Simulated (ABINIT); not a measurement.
Runs of ABINIT 10.8.3 (patched build) on RhN. It takes space group P-6m2 (No. 187, hexagonal). The conventional cell has a = 2.963 Å, b = 2.963 Å, c = 2.892 Å, α = 90.00°, β = 90.00°, γ = 120.00°. Rh (site symmetry -6m2) is surrounded by 6 N at 2.24 Å. N (site symmetry -6m2) is surrounded by 6 Rh at 2.24 Å. The cell comes from a database or a generator and needn't be the stable form of this composition.

```tsv
level	potentials or basis	spin	gap on the mesh (eV)	pressure (GPa)	moment (μB)
r2SCAN+U	JTH PAW PBE v2.0	off	none	-14.0	-
LDA+U	JTH PAW LDA v2.0	collinear, ferromagnetic start	none	(a)	0.00
PBE+U	JTH PAW PBE v2.0	collinear, ferromagnetic start	none	-12.3	0.00
PBEsol+U	JTH PAW PBE v2.0	collinear, ferromagnetic start	none	-21.7	0.00
```

Alike in all rows: task single point; Rh d U = 2 eV; cell as given; k mesh 7 × 7 × 7; cutoff (eV) 707; smearing gaussian 0.05 eV.

Problem. Fill in the values left out.

Solution. (a) -27.9.

Caveats: the PAW data sets were made with another functional, which shifts forces and pressure a little (some runs); U without spin polarisation on a metal has little footing (some runs).

A k mesh can miss the band edges, and the runs leave out spin-orbit coupling on Rh.

A gap of «none» marks a metal or a gap under the smearing width.
